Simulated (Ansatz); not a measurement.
# GaIr: a trigonal deformation path

One table from this session's results is given with a row withheld; the runs are named, their logs left out.

Program: Ansatz 0.2.0. Level of theory: DFT r2SCAN, scalar-relativistic, plane waves, PAW. These are calculated values, not measurements.

### The system as given

It takes space group Pm-3m (No. 221, cubic). Conventional cell: a = 3.004 Å, b = 3.004 Å, c = 3.004 Å, α = 90.00°, β = 90.00°, γ = 90.00°. Ga (site symmetry m-3m) has 8 Ir at 2.60 Å in its first shell of neighbours. Ir (site symmetry m-3m) has 8 Ga at 2.60 Å in its first shell of neighbours.

Coordinates:

```xyz
2
Lattice="3.0040 0.0000 0.0000 0.0000 3.0040 0.0000 0.0000 0.0000 3.0040" Properties=species:S:1:pos:R:3 pbc="T T T"
Ga    0.0000    0.0000    0.0000
Ir    1.5020    1.5020    1.5020
```

No relaxation comes first: the listed cell is the starting point.

The first run:

File input.yaml:

```yaml
crystal:
  lattice:
    - [3.004, 0.0, 0.0]
    - [0.0, 3.004, 0.0]
    - [0.0, 0.0, 3.004]
  atoms:
    - { symbol: Ga, position: [0.0, 0.0, 0.0] }
    - { symbol: Ir, position: [0.5, 0.5, 0.5] }
basis:
  ecutwfc: 500
kpoints:
  mp_grid: { grid: [18, 18, 18] }
hamiltonian:
  xc: r2scan
scf:
  occupations: { method: gaussian, width: 0.15 }
output:
  forces: true
  stress: true
  eigenvalues: true
  write_density: true
  write_potential: true
  elf: true
  volumetric_format: npy
```

The run is started by

```
$ ansatz run input.yaml --threads 1 --pin off --max-ram 2560MiB --backend cpu --events-out ev --progress --plain --runs-dir out
```

Steps of the session up to this table: Zero of the scan; At ρ = 0.500; At ρ = 2.000; Point ρ = 0.710; At ρ = 1.410; ρ = 0.600; ρ = 0.850; Point ρ = 1.200; Point ρ = 1.700; At ρ = 0.930; Point ρ = 1.080.

One table of the session follows, with a row left open; its other results are not shown here.

Collected from the runs (energy zero: the undisturbed cell):

| ρ | ΔE (meV/atom) | pressure (GPa) |
| --- | --- | --- |
| 0.500 | 12071.0 | 328.7 |
| 0.600 | 4734.3 | 149.2 |
| 0.710 | 1534.8 | 60.5 |
| 0.850 | 217.7 | 16.0 |
| 0.930 | 31.8 | 7.6 |
| 1.000 | 0.0 | 5.7 |
| 1.080 | ? | ? |
| 1.200 | 117.7 | 13.1 |
| 1.410 | 367.3 | 25.0 |
| 1.700 | 693.4 | 36.8 |
| 2.000 | 830.6 | 40.4 |

Estimate the missing values for ρ = 1.080.

Worked estimate for «ΔE (meV/atom)». A straight line through the neighbours (1.000, 0.0) and (1.200, 117.7) gives 0.0 + (117.7 − 0.0) × (1.080 − 1.000) / (1.200 − 1.000) = 47.1; a parabola fitted to 4 rows on both sides gives 35.6.

As computed: ΔE (meV/atom): 22.8; pressure (GPa): 7.3. In «ΔE (meV/atom)» the line misses by +24.3 and the parabola by +12.8.
